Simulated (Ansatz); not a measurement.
# I (fcc type): how the settings move a single-point run

How sensitive is a single-point run of I (fcc type) to its settings? A reference run comes first, then two runs with altered input.

Computed with Ansatz 0.2.0 (reference: DFT, PBEsol, all-electron PAW with datasets made for the crystal, scalar-relativistic, unless a step's input says otherwise).

**1. The structure to begin with**

The structure is cubic, space group Fm-3m (No. 225). The conventional cell has a = 5.030 Å, b = 5.030 Å, c = 5.030 Å, α = 90.00°, β = 90.00°, γ = 90.00°. Around I (site symmetry m-3m) lie 12 I at 3.56 Å.

As a file:

```
I
1.0
     0.00000    2.51491    2.51491
     2.51491    0.00000    2.51491
     2.51491    2.51491    0.00000
I
1
Direct
  0.00000 0.00000 0.00000
```

**2. Reference**

File input.yaml:

```yaml
crystal:
  lattice:
    - [0.0, 2.5149050595, 2.5149050595]
    - [2.5149050595, 0.0, 2.5149050595]
    - [2.5149050595, 2.5149050595, 0.0]
  atoms:
    - { symbol: I, position: [0.0, 0.0, 0.0] }
kpoints:
  mp_grid: { grid: [14, 14, 14] }
scf:
  occupations: { method: fermi_dirac, width: 0.05 }
hamiltonian:
  xc: pbesol
  pseudopotentials: { kind: all_electron, datasets: crystal }
output:
  forces: true
  stress: true
  eigenvalues: true
```

On the command line:

```sh
ansatz run input.yaml --threads 1 --pin off --max-ram 2048MiB --backend cpu --events-out ev --progress --plain --runs-dir out
```

**3. Changing settings: mp_grid.shift [0.5, 0.5, 0.5], scf.algorithm density_mixing**

input.yaml: that of step 2 with these lines changed.

```diff
@@ -8,5 +8,6 @@
 kpoints:
-  mp_grid: { grid: [14, 14, 14] }
+  mp_grid: { grid: [14, 14, 14], shift: [0.5, 0.5, 0.5] }
 scf:
   occupations: { method: fermi_dirac, width: 0.05 }
+  algorithm: density_mixing
 hamiltonian:
```

**4. A run with other settings**

input.yaml: that of step 2 with these lines changed.

```diff
@@ -11,2 +11,3 @@
   occupations: { method: fermi_dirac, width: 0.05 }
+  mixing: { algorithm: broyden, beta: 0.05, ndim: 16 }
 hamiltonian:
@@ -18 +19,2 @@
   eigenvalues: true
+accuracy: high
```

(Steps that only read results are left out.)

Q: Predict the outcome of this session. Wanted: for each run, ending; energy change; pressure; gap; force.

The runs gave:

| run | ending | energy change | pressure (GPa) | gap (eV) | force (eV/Å) | cycles | time |
| --- | --- | --- | --- | --- | --- | --- | --- |
| reference | converged | 0 | 0.0 | 0.00 | 0.00 | 5 | 3.6 s |
| 1: mp_grid.shift [0.5, 0.5, 0.5], scf.algorithm density_mixing | converged | -1.0 meV/atom | 0.0 | 0.00 | 0.00 | 5 | 7.7 s |
| 2: mixing.algorithm broyden, mixing.beta 0.05, mixing.ndim 16, accuracy high | refused | - | - | - | - | - | 0.04 s |

Residual by cycle in the longest SCF loop of each run; runs are numbered as in the table. The quantity is the density residual dr2, in eV.

| cycle | reference | run 1 |
| --- | --- | --- |
| 1 | 0.0102 | 0.0102 |
| 2 | 0.00138 | 0.00138 |
| 3 | 1.1e-5 | 1.1e-5 |
| 4 | 3.1e-7 | 3.2e-7 |
| 5 | 2.7e-8 | 2.8e-8 |

**Reading.** «mp_grid.shift [0.5, 0.5, 0.5], scf.algorithm density_mixing» moves the energy by -1.0 meV/atom. 1 of the 2 altered inputs did not end normally.
